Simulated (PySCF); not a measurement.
# B4H16Hf (Hf(BH4)4): the cost of one run

Computed with PySCF 2.14.0. Level: TPSS, Hf def2-SVP with ECP60, B def2-SVP, H def2-SVP; scalar-relativistic core potentials, no spin–orbit coupling.

6 further runs of the same task are left out: 2 for a known fault of the program, 2 that didn't finish, 2 set aside as unsound or not needed. Runs told in other sessions of the task aren't counted.

### Step 1. The system as given

21 atoms, charge 0, spin multiplicity 1.

Bond lengths: Hf1–B2 2.319 Å, Hf1–H4 2.141 Å, Hf1–H5 2.139 Å, Hf1–H6 2.141 Å, Hf1–B7 2.319 Å, Hf1–H9 2.141 Å, Hf1–H10 2.139 Å, Hf1–H11 2.141 Å, Hf1–B12 2.318 Å, Hf1–H14 2.142 Å, Hf1–H15 2.139 Å, Hf1–H16 2.140 Å, Hf1–B17 2.318 Å, Hf1–H19 2.142 Å, Hf1–H20 2.139 Å, Hf1–H21 2.140 Å, B2–H3 1.200 Å, B2–H4 1.258 Å and more. Angles: B2–Hf1–H4 32.5°, B2–Hf1–H5 32.5°, B2–Hf1–H6 32.5°, B2–Hf1–B7 109.5°, B2–Hf1–H9 87.1°, B2–Hf1–H10 141.1°, B2–Hf1–H11 96.7°, B2–Hf1–B12 109.4°, B2–Hf1–H14 86.9°, B2–Hf1–H15 141.0°, B2–Hf1–H16 96.8°, B2–Hf1–B17 109.4°, B2–Hf1–H19 96.8°, B2–Hf1–H20 87.0°, B2–Hf1–H21 141.0°, H4–Hf1–H5 55.4°, H4–Hf1–H6 55.4°, H4–Hf1–B7 87.1° and more.

Coordinates:

```xyz
21

Hf    0.0000    0.0000   -0.0529
B     1.3985    1.2763    1.2854
H     2.1242    1.9362    1.9768
H     1.3521    0.0605    1.6056
H     1.7170    1.2703    0.0685
H     0.1980    1.6515    1.2951
B    -1.3985   -1.2763    1.2854
H    -2.1242   -1.9362    1.9768
H    -1.3521   -0.0605    1.6056
H    -1.7170   -1.2703    0.0685
H    -0.1980   -1.6514    1.2951
B     1.2774   -1.3989   -1.3895
H     1.9364   -2.1235   -2.0829
H     1.6006   -1.4179   -0.1738
H     0.0476   -1.6653   -1.3943
H     1.3375   -0.1844   -1.7128
B    -1.2774    1.3989   -1.3895
H    -1.9364    2.1235   -2.0829
H    -1.6006    1.4179   -0.1738
H    -0.0476    1.6653   -1.3943
H    -1.3375    0.1844   -1.7128
```

Formal oxidation states: Hf +4. An earlier session relaxed this geometry at TPSS, Hf def2-SVP with ECP60, B def2-SVP, H def2-SVP (singlet, point group T).

Its energy there is -157.086775 Eh.

### Step 2. Multiplicity 3 at the relaxed geometry

File run.py (the lines that set the calculation):

```python
mol = gto.M(atom='''
Hf     0.00000     0.00000    -0.05286
B      1.39855     1.27631     1.28542
H      2.12422     1.93622     1.97685
H      1.35206     0.06051     1.60555
H      1.71698     1.27034     0.06846
H      0.19801     1.65145     1.29512
B     -1.39855    -1.27630     1.28543
H     -2.12422    -1.93622     1.97685
H     -1.35206    -0.06050     1.60555
H     -1.71697    -1.27033     0.06846
H     -0.19801    -1.65143     1.29513
B      1.27740    -1.39893    -1.38952
H      1.93639    -2.12351    -2.08292
H      1.60058    -1.41786    -0.17383
H      0.04763    -1.66528    -1.39428
H      1.33751    -0.18439    -1.71284
B     -1.27738     1.39895    -1.38952
H     -1.93636     2.12355    -2.08291
H     -1.60056     1.41788    -0.17383
H     -0.04760     1.66528    -1.39428
H     -1.33750     0.18441    -1.71284''',
    basis={'Hf': 'def2-SVP', 'B': 'def2-SVP', 'H': 'def2-SVP'},
    ecp={'Hf': 'def2-SVP'},
    charge=0, spin=2)
mf = dft.UKS(mol, xc='TPSS')
mf.grids.atom_grid = (50, 194)
mf = mf.density_fit()  # fitting sets: Hf def2-universal-JKFIT, B def2-universal-JKFIT, H def2-universal-JKFIT
mf.conv_tol = 1e-08; mf.max_cycle = 55
mf.kernel(dm0)  # dm0: free metal ions and neutral atoms
```

Command:

```console
> OMP_NUM_THREADS=4 python run.py
```

**Question.** How long does this run take on 4 threads of Arm Neoverse V1, shared host?

About 39 s.
